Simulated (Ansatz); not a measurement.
This script makes an equation of state with a fit of W, space group Pbcm with the Python package of Ansatz (0.2.0).

`run_eos.py`:
```python
import logging
import sys

import ansatz
import numpy as np
from pymatgen.analysis.eos import EOS

logging.basicConfig(stream=sys.stdout, format='%(levelname)s %(message)s')
logger = logging.getLogger('ansatz_job')
logger.setLevel(logging.INFO)

VECTORS = np.array([
    [2.809662, 0.0, 0.0],
    [0.0, 4.86387, 0.0],
    [0.0, 0.0, 4.923695],
])
SITES = [
    ('W', [0.793172, 0.563157, 0.25]),
    ('W', [0.206828, 0.063157, 0.25]),
    ('W', [0.206828, 0.436843, 0.75]),
    ('W', [0.793172, 0.936843, 0.75]),
]


def crystal_on(cell):
    crystal = ansatz.Crystal(lattice=ansatz.Lattice.of(cell))
    for symbol, position in SITES:
        crystal = crystal.atom(symbol, position)
    return crystal

volumes, energies, pressures = [], [], []
for scale in np.linspace(0.9, 1.1, 9):
    cell = VECTORS * scale ** (1 / 3)
    calc = crystal_on(cell).calculation()
    calc = calc.functional('r2scan')
    calc = calc.occupations('cold').basis(600)
    calc = calc.kpoints(8, 5, 5).stress()
    r = calc.run(threads=1).report
    volumes.append(abs(np.linalg.det(cell)) / len(SITES))
    energies.append(r['free_energy_ev'] / len(SITES))
    pressures.append(np.trace(r['stress_gpa']) / 3)
    logger.info(f'V = {volumes[-1]:8.4f} A^3/atom  F = {energies[-1]:.5f} eV/atom  P = {pressures[-1]:8.3f} GPa')

for form in ['birch_murnaghan']:
    fit = EOS(eos_name=form).fit(volumes, energies)
    logger.info(f'{form:18s} V0 {fit.v0:8.4f} A^3/atom  B0 {fit.b0_GPa:7.1f} GPa  B1 {fit.b1:5.2f}')
```

Its results, one of them left out:

| V (Å³/atom) | F less the lowest row shown (meV/atom) |
| --- | --- |
| 15.139 | 101.02 |
| 15.560 | 42.89 |
| 15.981 | ? |
| 16.401 | 0.00 |
| 16.822 | 9.27 |
| 17.242 | 35.72 |
| 17.663 | 77.30 |
| 18.083 | 132.21 |
| 18.504 | 198.86 |

What is the missing energy at 15.981 Å³ an atom?

A third-order Birch-Murnaghan fit, E = E0 + (9 V0 B0 / 16) [(t - 1)³ B' + (t - 1)² (6 - 4t)] with t = (V0/V)^(2/3), through the 8 rows shown gives V0 = 16.403 Å³, B0 = 290.4 GPa, B' = 4.06 and E0 = -0.02 meV. At V = 15.981 Å³, t = 1.01756, and the fit interpolates to 10.30 meV. The run gave 10.29 meV, a miss of 0.01 meV.

Notes:
- Shape and fractional positions are held along the curve, so the bulk modulus is an upper value where they are free to relax, by a factor of two or more in layered or hydrogen-bonded cells.
- The mesh is modest for a metal, so energies can be off by several to tens of meV an atom and pressures by half a GPa or more; differences at equal mesh fare better.
- Pressure is positive in compression.
- Spin-orbit coupling, which matters for elements this heavy, is left out.
- At these settings the cell as given stands under about -7 GPa, so it isn't at this functional's equilibrium volume.
- This isn't the structure that W takes at ambient conditions.
- Wall time of the script: 2.6 min on 1 thread of Arm Neoverse V1, with other jobs on the host, peak memory 0.73 GiB.
